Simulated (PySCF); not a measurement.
# GaBH6 (H2Ga(BH4)), step by step, part 2 of 3

PySCF 2.14.0. Earlier steps stand in the parts before.

## Step 3: The harmonic vibrations at HF/6-311G(d) (density fitting with def2-universal-jkfit) (run 2)

run.py reads:

```python
from pyscf import gto, scf, symm
from pyscf.hessian import thermo

mol = gto.M(
    atom='''
Ga  -0.221432   0.270300   0.100966
H    1.299293  -0.585548   0.489338
B    1.141574  -1.393504  -0.520519
H    0.028323  -1.035055  -1.094686
H   -1.337728  -0.130096   1.110432
H    0.088467   1.655052  -0.540812
H    0.971788  -2.485484  -0.074408
H    2.022831  -1.170008  -1.291038
''',
    spin=0,
    verbose=3,
    charge=0,
    basis='6-311g*',
    max_memory=1860,
)

calc0 = scf.RHF(mol)
calc0 = calc0.density_fit(auxbasis='def2-universal-jkfit')
calc0.kernel()

e_tot = calc0.e_tot
print('E(%s) = %.9f' % ('HF', e_tot))
hess = calc0.Hessian().kernel()
modes = thermo.harmonic_analysis(mol, hess)
thermo.dump_normal_mode(mol, modes)
symm.geom.TOLERANCE = 1e-3  # for the symmetry number
th = thermo.thermo(calc0, modes['freq_au'], 298.15, 101325)
thermo.dump_thermo(mol, th)
```

Started as:

```sh
$ OMP_NUM_THREADS=1 python run.py
```

Log:

```text
converged SCF energy = -1951.33576326359
E(HF) = -1951.335763264
Mode                                 0                   1                   2
Irrep
Freq [cm^-1]                      250.0317            482.3939            496.9253
Reduced mass [au]                   1.0080              4.2124              1.0080
Force const [Dyne/A]                0.0371              0.5775              0.1467
Char temp [K]                     359.7400            694.0575            714.9649
Normal mode                   x     y     z       x     y     z       x     y     z
       0  Ga                 0.00  0.00 -0.00   -0.03  0.04  0.01    0.00 -0.00 -0.00
       1   H                 0.18  0.23 -0.21    0.06 -0.11 -0.07   -0.16 -0.20  0.19
       2   B                 0.00  0.00 -0.00    0.15 -0.18 -0.07   -0.00  0.00  0.00
       3   H                 0.18  0.23 -0.21    0.11 -0.10 -0.01    0.16  0.20 -0.19
       4   H                 0.12 -0.34 -0.00    0.01 -0.06  0.01    0.31  0.11  0.39
       5   H                -0.28  0.15  0.18    0.05 -0.01 -0.03   -0.31 -0.11 -0.39
       6   H                -0.37  0.16  0.25    0.15 -0.19 -0.07   -0.22 -0.08 -0.28
       7   H                 0.13 -0.46  0.02    0.15 -0.19 -0.07    0.22  0.08  0.28
Mode                                 3                   4                   5
Irrep
Freq [cm^-1]                      546.9897            596.9296            771.0230
Reduced mass [au]                   1.1532              1.1208              1.0349
Force const [Dyne/A]                0.2033              0.2353              0.3625
Char temp [K]                     786.9963            858.8488           1109.3305
Normal mode                   x     y     z       x     y     z       x     y     z
       0  Ga                -0.02 -0.01 -0.02   -0.01 -0.02  0.01    0.01 -0.01 -0.00
       1   H                 0.16 -0.12  0.02    0.13  0.16 -0.15    0.00 -0.00  0.00
       2   B                 0.05  0.02  0.07    0.04  0.05 -0.05    0.03 -0.03 -0.01
       3   H                -0.06  0.15  0.12    0.13  0.16 -0.15   -0.00 -0.00 -0.00
       4   H                 0.36  0.13  0.44   -0.19  0.53  0.00   -0.24  0.65  0.01
       5   H                 0.36  0.13  0.44    0.43 -0.23 -0.28   -0.53  0.29  0.34
       6   H                -0.13 -0.05 -0.17   -0.18  0.14  0.10    0.01 -0.02  0.00
       7   H                -0.13 -0.05 -0.17    0.12 -0.22 -0.03    0.02 -0.01 -0.01
Mode                                 6                   7                   8
Irrep
Freq [cm^-1]                      828.0917           1087.6348           1201.7472
Reduced mass [au]                   1.0897              1.1625              1.0080
Force const [Dyne/A]                0.4403              0.8103              0.8577
Char temp [K]                    1191.4396           1564.8643           1729.0467
Normal mode                   x     y     z       x     y     z       x     y     z
       0  Ga                 0.00  0.00  0.00    0.00  0.00 -0.00    0.00 -0.00 -0.00
       1   H                 0.28 -0.13  0.10   -0.26 -0.33  0.31    0.26  0.32 -0.30
       2   B                 0.05  0.02  0.07    0.06  0.07 -0.07    0.00 -0.00 -0.00
       3   H                -0.01  0.23  0.23   -0.26 -0.33  0.31   -0.26 -0.32  0.30
       4   H                -0.21 -0.08 -0.27    0.01 -0.03  0.00   -0.01 -0.00 -0.02
       5   H                -0.21 -0.08 -0.27   -0.02  0.01  0.01    0.01  0.00  0.02
       6   H                -0.29 -0.10 -0.36   -0.28  0.21  0.16   -0.29 -0.10 -0.37
       7   H                -0.29 -0.10 -0.36    0.18 -0.34 -0.04    0.29  0.10  0.37
Mode                                 9                  10                  11
Irrep
Freq [cm^-1]                     1236.9821           1457.6397           1588.6998
Reduced mass [au]                   1.1424              1.0763              1.0316
Force const [Dyne/A]                1.0299              1.3474              1.5341
Char temp [K]                    1779.7418           2097.2190           2285.7853
Normal mode                   x     y     z       x     y     z       x     y     z
       0  Ga                -0.00  0.00  0.00    0.00  0.00  0.00    0.00 -0.01 -0.00
       1   H                 0.09 -0.05  0.02   -0.50  0.29 -0.12   -0.54  0.41 -0.02
       2   B                -0.07  0.08  0.03    0.05  0.02  0.06    0.03 -0.03 -0.01
       3   H                 0.01 -0.08 -0.07    0.09 -0.43 -0.39   -0.23  0.52  0.37
       4   H                -0.00  0.03 -0.01    0.01  0.00  0.02    0.00 -0.02  0.00
       5   H                -0.02  0.00  0.02    0.01  0.00  0.02    0.02 -0.00 -0.01
       6   H                 0.51 -0.17 -0.36   -0.21 -0.07 -0.26    0.12 -0.05 -0.08
       7   H                 0.15 -0.63  0.06   -0.21 -0.07 -0.26    0.04 -0.14  0.01
Mode                                12                  13                  14
Irrep
Freq [cm^-1]                     1918.8639           2013.2181           2083.2063
Reduced mass [au]                   1.0750              1.0247              1.0299
Force const [Dyne/A]                2.3321              2.4469              2.6333
Char temp [K]                    2760.8179           2896.5726           2997.2701
Normal mode                   x     y     z       x     y     z       x     y     z
       0  Ga                 0.00  0.00  0.00   -0.00  0.00  0.00    0.01  0.01 -0.01
       1   H                -0.10 -0.41 -0.53   -0.25 -0.31 -0.55    0.00  0.01 -0.01
       2   B                 0.05  0.02  0.06   -0.02  0.03  0.01    0.00  0.00 -0.00
       3   H                -0.57  0.17 -0.31    0.53 -0.04  0.42    0.00  0.01 -0.01
       4   H                -0.04 -0.01 -0.05    0.10  0.06 -0.09   -0.50 -0.17  0.45
       5   H                -0.04 -0.01 -0.05   -0.04 -0.12  0.07   -0.13 -0.62  0.28
       6   H                 0.04  0.02  0.06   -0.01  0.01  0.00   -0.00  0.01  0.00
       7   H                 0.04  0.02  0.06   -0.01  0.01  0.00    0.01 -0.00 -0.00
Mode                                15                  16                  17
Irrep
Freq [cm^-1]                     2089.3499           2635.9359           2721.0056
Reduced mass [au]                   1.0126              1.0471              1.1319
Force const [Dyne/A]                2.6045              4.2865              4.9376
Char temp [K]                    3006.1093           3792.5249           3914.9212
Normal mode                   x     y     z       x     y     z       x     y     z
       0  Ga                 0.00 -0.01 -0.00   -0.00  0.00  0.00   -0.00 -0.00  0.00
       1   H                -0.04 -0.07 -0.12    0.01 -0.02 -0.01   -0.00 -0.00  0.00
       2   B                -0.01  0.01  0.00    0.04 -0.05 -0.02   -0.05 -0.07  0.06
       3   H                 0.12 -0.02  0.08    0.02 -0.02 -0.00   -0.00 -0.00  0.00
       4   H                -0.49 -0.19  0.45    0.01 -0.00 -0.00    0.00  0.00 -0.00
       5   H                 0.15  0.60 -0.29    0.00 -0.01  0.00    0.00  0.01 -0.00
       6   H                 0.01  0.00 -0.01    0.10  0.63 -0.26    0.09  0.61 -0.24
       7   H                -0.00 -0.01  0.01   -0.51 -0.13  0.45    0.49  0.12 -0.43
temperature 298.1500 [K]
pressure 101325.00 [Pa]
Rotational constants [GHz] 60.44474 7.64279 7.20685
Symmetry number 2
Zero-point energy (ZPE) 0.05469 [Eh]   143591.764 [J/mol]
                           tot       elec      trans        rot        vib
Entropy [J/mol/K]       270.699      0.000    164.383     86.682     19.634
Cv [J/mol/K]             61.188      0.000     12.472     12.472     36.245
Cp [J/mol/K]             69.502      0.000     20.786     12.472     36.245
Internal energy [J/mol]                      3718.434   3718.434 147609.195
Internal energy [Eh]   -1951.27671  -1951.33576
Enthalpy [J/mol]                             6197.391   3718.434 147609.195
Enthalpy [Eh]          -1951.27577
Gibbs free energy [J/mol]                  -42813.411 -22125.721 141755.392
Gibbs free energy [Eh] -1951.30651
```

Wall time 76 s (1 thread of Intel Xeon at 2.50GHz (Skylake/Cascade Lake), shared host); peak memory 0.58 GiB.

## Step 4: The energy at CCSD(T)/ccECP-cc-pVTZ (core potential) (run 3)

calc.py reads:

```python
from pyscf import gto, scf, cc

system = gto.M(
    atom='''
Ga    -0.743336     0.850641     0.332262
H      0.777371    -0.005112     0.720614
B      0.619670    -0.813163    -0.289223
H     -0.493507    -0.454732    -0.863452
H     -1.859694     0.450156     1.341624
H     -0.433569     2.235389    -0.309588
H      0.449913    -1.905101     0.157000
H      1.501010    -0.589691    -1.059655
''',
    verbose=3,
    max_memory=1860,
    ecp={'Ga': 'ccecp', 'H': 'ccecp', 'B': 'ccecp'},
    charge=0,
    basis='ccecp-cc-pvtz',
)

mf = scf.RHF(system)
mf.kernel()

mycc = cc.CCSD(mf)
mycc.kernel()
e_t = mycc.ccsd_t()
etot = mycc.e_tot + e_t
print(f'total energy: {etot:.8f} hartree')
mf.analyze()
```

Started as:

```sh
$ OMP_NUM_THREADS=1 python calc.py
```

Log:

```text
converged SCF energy = -8.17142033279654
E(CCSD) = -8.448452931130332  E_corr = -0.2770325983337876
CCSD(T) correction = -0.00771864094614676
total energy: -8.45617157 hartree
**** MO energy ****
MO #1   energy= -0.791662100309245 occ= 2
MO #2   energy= -0.590681710164215 occ= 2
MO #3   energy= -0.502798028533682 occ= 2
MO #4   energy= -0.489017915241507 occ= 2
MO #5   energy= -0.471845117046406 occ= 2
MO #6   energy= -0.447594308668616 occ= 2
MO #7   energy= 0.0416357068793048 occ= 0
MO #8   energy= 0.0736865053770411 occ= 0
MO #9   energy= 0.0910050266760579 occ= 0
MO #10  energy= 0.121389470206962  occ= 0
MO #11  energy= 0.133687943283155  occ= 0
MO #12  energy= 0.151613488653581  occ= 0
MO #13  energy= 0.192318365313264  occ= 0
MO #14  energy= 0.197383758121679  occ= 0
MO #15  energy= 0.234637674497057  occ= 0
MO #16  energy= 0.245491218176102  occ= 0
MO #17  energy= 0.249804067426986  occ= 0
MO #18  energy= 0.251027042826317  occ= 0
MO #19  energy= 0.254080400309684  occ= 0
MO #20  energy= 0.311263150894156  occ= 0
MO #21  energy= 0.328871632907189  occ= 0
MO #22  energy= 0.364464041884652  occ= 0
MO #23  energy= 0.416668138007004  occ= 0
MO #24  energy= 0.433558639808074  occ= 0
MO #25  energy= 0.438118919640145  occ= 0
MO #26  energy= 0.438659142278721  occ= 0
MO #27  energy= 0.51717316490034   occ= 0
MO #28  energy= 0.517833499286253  occ= 0
MO #29  energy= 0.53743494351876   occ= 0
MO #30  energy= 0.541760555717453  occ= 0
MO #31  energy= 0.559779406938837  occ= 0
MO #32  energy= 0.567884699692716  occ= 0
MO #33  energy= 0.599232722165016  occ= 0
MO #34  energy= 0.622927982794619  occ= 0
MO #35  energy= 0.644419752539541  occ= 0
MO #36  energy= 0.696135384114136  occ= 0
MO #37  energy= 0.785360600293343  occ= 0
MO #38  energy= 0.800968746997772  occ= 0
MO #39  energy= 0.830748146571178  occ= 0
MO #40  energy= 0.869035153290796  occ= 0
MO #41  energy= 0.902285378528854  occ= 0
MO #42  energy= 0.924335771087859  occ= 0
MO #43  energy= 0.953269629646934  occ= 0
MO #44  energy= 1.00123147512542   occ= 0
MO #45  energy= 1.05108423141679   occ= 0
MO #46  energy= 1.07733416651261   occ= 0
MO #47  energy= 1.08055534018371   occ= 0
MO #48  energy= 1.08284938263249   occ= 0
MO #49  energy= 1.1312497778043    occ= 0
MO #50  energy= 1.15380852599948   occ= 0
MO #51  energy= 1.16484011122337   occ= 0
MO #52  energy= 1.23972013347715   occ= 0
MO #53  energy= 1.24100685002416   occ= 0
MO #54  energy= 1.2457484930851    occ= 0
MO #55  energy= 1.28970965512896   occ= 0
MO #56  energy= 1.31718603162222   occ= 0
MO #57  energy= 1.39007312734448   occ= 0
MO #58  energy= 1.39422844605011   occ= 0
MO #59  energy= 1.41094726416052   occ= 0
MO #60  energy= 1.47624344935891   occ= 0
MO #61  energy= 1.49711196023189   occ= 0
MO #62  energy= 1.5141122538107    occ= 0
MO #63  energy= 1.52229943443599   occ= 0
MO #64  energy= 1.52775827160729   occ= 0
MO #65  energy= 1.59566085036502   occ= 0
MO #66  energy= 1.60440508505659   occ= 0
MO #67  energy= 1.69724239997658   occ= 0
MO #68  energy= 1.69806233398433   occ= 0
MO #69  energy= 1.76996160669474   occ= 0
MO #70  energy= 1.78330935775461   occ= 0
MO #71  energy= 1.91267817800533   occ= 0
MO #72  energy= 1.94394414590993   occ= 0
MO #73  energy= 2.04908464972903   occ= 0
MO #74  energy= 2.09615936802674   occ= 0
MO #75  energy= 2.13392907379893   occ= 0
MO #76  energy= 2.18041587852603   occ= 0
MO #77  energy= 2.2390616026312    occ= 0
MO #78  energy= 2.26026554802987   occ= 0
MO #79  energy= 2.27656460190778   occ= 0
MO #80  energy= 2.39029529440627   occ= 0
MO #81  energy= 2.41750706377684   occ= 0
MO #82  energy= 2.54909079181993   occ= 0
MO #83  energy= 2.63100865404665   occ= 0
MO #84  energy= 2.75932939147659   occ= 0
MO #85  energy= 2.76013375905429   occ= 0
MO #86  energy= 2.80901084789969   occ= 0
MO #87  energy= 2.81371192801984   occ= 0
MO #88  energy= 2.85747847417695   occ= 0
MO #89  energy= 2.99619479015499   occ= 0
MO #90  energy= 3.05395545908124   occ= 0
MO #91  energy= 3.12803319303308   occ= 0
MO #92  energy= 3.31336808790477   occ= 0
MO #93  energy= 3.49925625932496   occ= 0
MO #94  energy= 3.58742744461394   occ= 0
MO #95  energy= 3.60583344052935   occ= 0
MO #96  energy= 3.61591004940165   occ= 0
MO #97  energy= 3.61934378251102   occ= 0
MO #98  energy= 3.69199159413581   occ= 0
MO #99  energy= 3.69699630006583   occ= 0
MO #100 energy= 3.72046398696799   occ= 0
MO #101 energy= 3.79568626108328   occ= 0
MO #102 energy= 3.86801361575747   occ= 0
MO #103 energy= 3.94497515930122   occ= 0
MO #104 energy= 3.96054858441957   occ= 0
MO #105 energy= 3.9748236510881    occ= 0
MO #106 energy= 4.03480086102629   occ= 0
MO #107 energy= 4.10057907792335   occ= 0
MO #108 energy= 4.16655663578848   occ= 0
MO #109 energy= 4.24698227574008   occ= 0
MO #110 energy= 4.24862062568322   occ= 0
MO #111 energy= 4.32505613324153   occ= 0
MO #112 energy= 4.33001710089555   occ= 0
MO #113 energy= 4.3381928465264    occ= 0
MO #114 energy= 4.35140820369869   occ= 0
MO #115 energy= 4.38731447991791   occ= 0
MO #116 energy= 4.40441578785404   occ= 0
MO #117 energy= 4.42224114551389   occ= 0
MO #118 energy= 4.4804740980439    occ= 0
MO #119 energy= 4.49010601182058   occ= 0
MO #120 energy= 4.50787349431078   occ= 0
MO #121 energy= 4.52957269432988   occ= 0
MO #122 energy= 4.54427649259812   occ= 0
MO #123 energy= 4.59586442366061   occ= 0
MO #124 energy= 4.60303658331666   occ= 0
MO #125 energy= 4.63070481518416   occ= 0
MO #126 energy= 4.74047426146489   occ= 0
MO #127 energy= 4.8036644550683    occ= 0
MO #128 energy= 4.80583417232715   occ= 0
MO #129 energy= 4.87757555494232   occ= 0
MO #130 energy= 4.95007485981402   occ= 0
MO #131 energy= 4.99257454226109   occ= 0
MO #132 energy= 5.03728079599541   occ= 0
MO #133 energy= 5.08078639716419   occ= 0
MO #134 energy= 5.11599202206417   occ= 0
MO #135 energy= 5.31524614129537   occ= 0
MO #136 energy= 5.34616411125552   occ= 0
MO #137 energy= 5.43206767596754   occ= 0
MO #138 energy= 5.46804444572614   occ= 0
MO #139 energy= 5.48400710522288   occ= 0
MO #140 energy= 5.58078168138174   occ= 0
MO #141 energy= 6.81399897800719   occ= 0
MO #142 energy= 8.99920086915721   occ= 0
 ** Mulliken atomic charges  **
charge of    0Ga =      0.67862
charge of    1H =     -0.01350
charge of    2B =     -0.37719
charge of    3H =     -0.01348
charge of    4H =     -0.14162
charge of    5H =     -0.14162
charge of    6H =      0.00439
charge of    7H =      0.00440
Dipole moment(X, Y, Z, Debye): -1.06933,  1.30560,  0.48778
```

Wall time 5.6 min (1 thread of Intel Xeon at 2.50GHz (Skylake/Cascade Lake), shared host); peak memory 2.3 GiB.

(Part 2 of 3 ends here.)
